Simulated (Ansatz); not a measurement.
# CH₅NOSn: one species, many methods

Aim: compute CH₅NOSn with functionals from several rungs and with coupled cluster, and see how far each lands from CCSD(T) at the basis-set limit for the atomisation energy.

Program: Ansatz 0.2.0, Gaussian basis. Level of theory: functionals in def2-TZVPP, the program's frozen cores in correlated methods. These are calculated values, not measurements.

Plan: PBE-D4, r2SCAN-D4, PBE0-D4, B3LYP-D4, ωB97X-V, ωB97M-V, B2PLYP; CCSD(T)/def2-TZVPP; MP2/def2-QZVPP; extrapolation to the limit.

**1. The relaxed structure**

The geometry comes from an earlier relaxation with PBE0-D4 in a triple-zeta def2 set; it is a stationary point, not always the lowest conformer. Sn takes the def2 core potential; no spin-orbit term is included.

SMILES `N[C](=O)[SnH3]`, 9 atoms, charge 0, spin multiplicity 1.

Atoms are counted from 1 here; the program's logs count them from 0.

Bond lengths: N1–C2 1.353 Å, N1–H5 1.003 Å, N1–H6 1.010 Å, C2–O3 1.209 Å, C2–Sn4 2.201 Å, Sn4–H7 1.715 Å, Sn4–H8 1.701 Å, Sn4–H9 1.702 Å. Angles: C2–N1–H5 121.7°, C2–N1–H6 119.0°, H5–N1–H6 119.2°, N1–C2–O3 123.2°, N1–C2–Sn4 116.8°, O3–C2–Sn4 120.0°, C2–Sn4–H7 110.8°, C2–Sn4–H8 108.1°, C2–Sn4–H9 108.2°, H7–Sn4–H8 109.7°, H7–Sn4–H9 109.7°, H8–Sn4–H9 110.4°.

As a file:

```
N     1.0226    1.3167    0.0752
C    -0.2560    0.8760    0.0644
O    -1.2116    1.6136    0.1319
Sn   -0.5541   -1.2998   -0.0840
H     1.7995    0.6842    0.0174
H     1.1983    2.3088    0.1422
H     0.9525   -2.1154   -0.1729
H    -1.4598   -1.6160   -1.4892
H    -1.4027   -1.8144    1.2981
```

**2. PBE-D4 (GGA)**

in.yaml

```yaml
crystal:
  periodic: [false, false, false]
  atoms:
    - {symbol: N, position_ang: [1.022613, 1.316717, 0.075173]}
    - {symbol: C, position_ang: [-0.256021, 0.875951, 0.064391]}
    - {symbol: O, position_ang: [-1.211637, 1.613632, 0.131862]}
    - {symbol: Sn, position_ang: [-0.554071, -1.299807, -0.084016]}
    - {symbol: H, position_ang: [1.799454, 0.684208, 0.017388]}
    - {symbol: H, position_ang: [1.198288, 2.308794, 0.142187]}
    - {symbol: H, position_ang: [0.952534, -2.115354, -0.172944]}
    - {symbol: H, position_ang: [-1.459811, -1.615987, -1.489239]}
    - {symbol: H, position_ang: [-1.402747, -1.814354, 1.298096]}
basis:
  gaussian: {orbitals: def2-TZVPP}
hamiltonian: {xc: pbe, dispersion: d4}
output: {forces: true, orbitals: {seedname: orbitals}}
```

Started as:

```bash
$ ansatz run in.yaml --threads 4 --pin off --events-out ev --progress --plain --max-ram 10444MiB
```

Further steps of the session: r2SCAN-D4 (meta-GGA); PBE0-D4 (hybrid); B3LYP-D4 (hybrid); ωB97X-V (range-separated); ωB97M-V (range-separated); B2PLYP (double hybrid); CCSD(T) in def2-TZVPP; MP2 in def2-QZVPP.

Q: Predict the results of all the runs planned. Wanted: atomisation energy, CCSD(T)/CBS; farthest; mean size of error, hybrid; mean size of error, range-separated; gap, smallest and largest; T1 diagnostic; triples share of the correlation energy.

As calculated:

```
                               quantity                                           value
        atomisation energy, CCSD(T)/CBS                                   2976.6 kJ/mol
 functionals within 29.8 kJ/mol (1.0 %)  r2SCAN-D4, PBE0-D4, B3LYP-D4, ωB97X-V, ωB97M-V
                               farthest                           PBE-D4 (+85.9 kJ/mol)
             mean size of error, hybrid                                      5.9 kJ/mol
    mean size of error, range-separated                                     11.5 kJ/mol
              gap, smallest and largest            4.46 eV (PBE-D4), 11.00 eV (ωB97X-V)
                          T1 diagnostic                                          0.0162
triples share of the correlation energy                                           3.7 %
```

What this shows: PBE-D4 misses by +85.9 kJ/mol. Double hybrids carry the basis error of their MP2 part in triple zeta, and no dispersion term here, so their miss is partly the set-up's. Misses under about 29.8 kJ/mol are within the doubt on the reference itself, which lacks core-valence correlation, spin-orbit coupling and higher excitations, and its outer-core shells are covered unevenly. All levels share the lack of spin-orbit coupling, which lowers the free heavy atoms and so the true binding. Hartree-Fock recovers 65 % of the binding; the rest is correlation. The gap grows from 4.5 to 11.0 eV across the functionals, mostly with the share of exact exchange. Correlated methods include outer-core shells of Sn, which these sets cover unevenly.
